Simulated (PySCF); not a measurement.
# In: excitation energies in x2c-TZVPPall plus 1 even-tempered diffuse shell per l

Aim: the excitation energy of indium from differences of total energies, at each level of theory, and how far each lands from the tabulated value where there is one.

Program: PySCF 2.14.0. Level of theory: unrestricted determinants in a Gaussian basis, no spin-orbit coupling in the energies. These are calculated values, not measurements, unless marked.

## (1) The atom as given

```
Element                                   : indium (Z = 49)
Basis                                     : x2c-TZVPPall with one added diffuse shell each of s, p, d, f type (9s7p5d3f, 76 functions)
Hamiltonian                               : scalar relativity by spin-free X2C-1e
State 1                                   : In: [Kr] 4d10 5s1 5p1 5d1, one real determinant (an excited configuration)
State 2                                   : In: [Kr] 4d10 5s1 5p2, high-spin 4P determinant (an excited configuration)
State 3                                   : In: [Kr] 4d10 5s1 5p1 6s1, high-spin 4P determinant (an excited configuration)
State 4                                   : In: [Kr] 4d10 5s2 6s1, 2S determinant (an excited configuration)
Needed too, but not shown                 : In [Kr] 4d10 5s2 5p1 (2P)
Methods                                   : CCSD(T)
Core shells frozen in the correlated runs : valence: [Kr] 4d10 (for In)
```

Outer shells as boxes (Hund's rule):

In [Kr] 4d10 5s1 5p1 5d1
```
[Kr] core
4d [↑↓][↑↓][↑↓][↑↓][↑↓]
5s [↑ ]
5p [↑ ][  ][  ]
5d [↑ ][  ][  ][  ][  ]
```

In [Kr] 4d10 5s1 5p2
```
[Kr] core
4d [↑↓][↑↓][↑↓][↑↓][↑↓]
5s [↑ ]
5p [↑ ][↑ ][  ]
```

In [Kr] 4d10 5s1 5p1 6s1
```
[Kr] core
4d [↑↓][↑↓][↑↓][↑↓][↑↓]
5s [↑ ]
5p [↑ ][  ][  ]
6s [↑ ]
```

In [Kr] 4d10 5s2 6s1
```
[Kr] core
4d [↑↓][↑↓][↑↓][↑↓][↑↓]
5s [↑↓]
6s [↑ ]
```

The runs were made by one driver on top of PySCF. The scripts below sum up each run's settings (the driver also hands on starting orbitals that pick excited configurations, and frozen orbitals as a list rather than a count), and the logs come from the driver's own runs. The driver starts from symmetry-adapted Hartree-Fock orbitals, holds the occupation by maximum overlap and uses a logarithmic radial grid for functionals, so a plain start would take other cycles.

The integrals over 76 functions and the set-up took 2.3 s of CPU time.

## (2) In [Kr] 4d10 5s1 5p1 5d1: CCSD(T) (valence)

**CCSD(T) (valence)**

Contents of input.py:

```python
from pyscf import gto, scf, dft, mp, cc
import basis_set_exchange as bse
mol = gto.M(atom="In 0 0 0", charge=0, spin=3, symmetry="D2h",
            basis=gto.basis.parse(bse.get_basis("x2c-TZVPPall", elements=["In"], fmt="nwchem", augment_diffuse=1)),
            nucmod="G")
mf = scf.UHF(mol).sfx2c1e()
mf.irrep_nelec = {'Ag': (9, 8), 'B1g': (2, 2), 'B2g': (3, 2), 'B3g': (2, 2), 'B1u': (3, 3), 'B2u': (4, 3), 'B3u': (3, 3)}
mf.kernel()
mycc = cc.CCSD(mf, frozen=23).run()
mycc.ccsd_t()
```

## (3) In [Kr] 4d10 5s1 5p2: CCSD(T) (valence)

**CCSD(T) (valence)**

input.py: that of step 2 with these lines changed.

```diff
@@ -6,3 +6,3 @@
 mf = scf.UHF(mol).sfx2c1e()
-mf.irrep_nelec = {'Ag': (9, 8), 'B1g': (2, 2), 'B2g': (3, 2), 'B3g': (2, 2), 'B1u': (3, 3), 'B2u': (4, 3), 'B3u': (3, 3)}
+mf.irrep_nelec = {'Ag': (9, 8), 'B1g': (2, 2), 'B2g': (2, 2), 'B3g': (2, 2), 'B1u': (4, 3), 'B2u': (4, 3), 'B3u': (3, 3)}
 mf.kernel()
```

## (4) In [Kr] 4d10 5s1 5p1 6s1, at CCSD(T) (valence)

**CCSD(T) (valence)**

input.py: that of step 3 with these lines changed.

```diff
@@ -6,3 +6,3 @@
 mf = scf.UHF(mol).sfx2c1e()
-mf.irrep_nelec = {'Ag': (9, 8), 'B1g': (2, 2), 'B2g': (2, 2), 'B3g': (2, 2), 'B1u': (4, 3), 'B2u': (4, 3), 'B3u': (3, 3)}
+mf.irrep_nelec = {'Ag': (10, 8), 'B1g': (2, 2), 'B2g': (2, 2), 'B3g': (2, 2), 'B1u': (3, 3), 'B2u': (4, 3), 'B3u': (3, 3)}
 mf.kernel()
```

## (5) In [Kr] 4d10 5s2 6s1: CCSD(T) (valence)

**CCSD(T) (valence)**

Contents of input.py:

```python
from pyscf import gto, scf, dft, mp, cc
import basis_set_exchange as bse
mol = gto.M(atom="In 0 0 0", charge=0, spin=1, symmetry="D2h",
            basis=gto.basis.parse(bse.get_basis("x2c-TZVPPall", elements=["In"], fmt="nwchem", augment_diffuse=1)),
            nucmod="G")
mf = scf.UHF(mol).sfx2c1e()
mf.irrep_nelec = {'Ag': (10, 9), 'B1g': (2, 2), 'B2g': (2, 2), 'B3g': (2, 2), 'B1u': (3, 3), 'B2u': (3, 3), 'B3u': (3, 3)}
mf.kernel()
mycc = cc.CCSD(mf, frozen=23).run()
mycc.ccsd_t()
```

What does the calculation give?

As calculated:

| quantity | value |
| --- | --- |
| excitation energy, In → [Kr] 4d10 5s1 5p1 5d1 | UHF 7.834, CCSD(T) (valence) 8.638 eV |
| excitation energy, In → [Kr] 4d10 5s1 5p2 | UHF 2.917, CCSD(T) (valence) 3.762 eV; reference 4.350 |
| excitation energy, In → [Kr] 4d10 5s1 5p1 6s1 | UHF 6.769, CCSD(T) (valence) 7.628 eV |
| excitation energy, In → [Kr] 4d10 5s2 6s1 | UHF 2.874, CCSD(T) (valence) 2.921 eV; reference 2.839 |

Each level's miss (mean over 2 differences):

```csv
method,mean absolute miss against the measured values (with the measured fine structure taken into account where it is known) (eV)
UHF,0.734
MP2 (valence),0.436
SCS-MP2 (valence),0.321
CCSD (valence),0.344
CCSD(T) (valence),0.335
```

What this shows: SCS-MP2 (valence) lands nearest to the measured values (mean absolute error over 2 measured values 0.32 eV), level with CCSD(T) (valence); UHF misses by most (0.73 eV). The basis is finite, and no extrapolation was made.
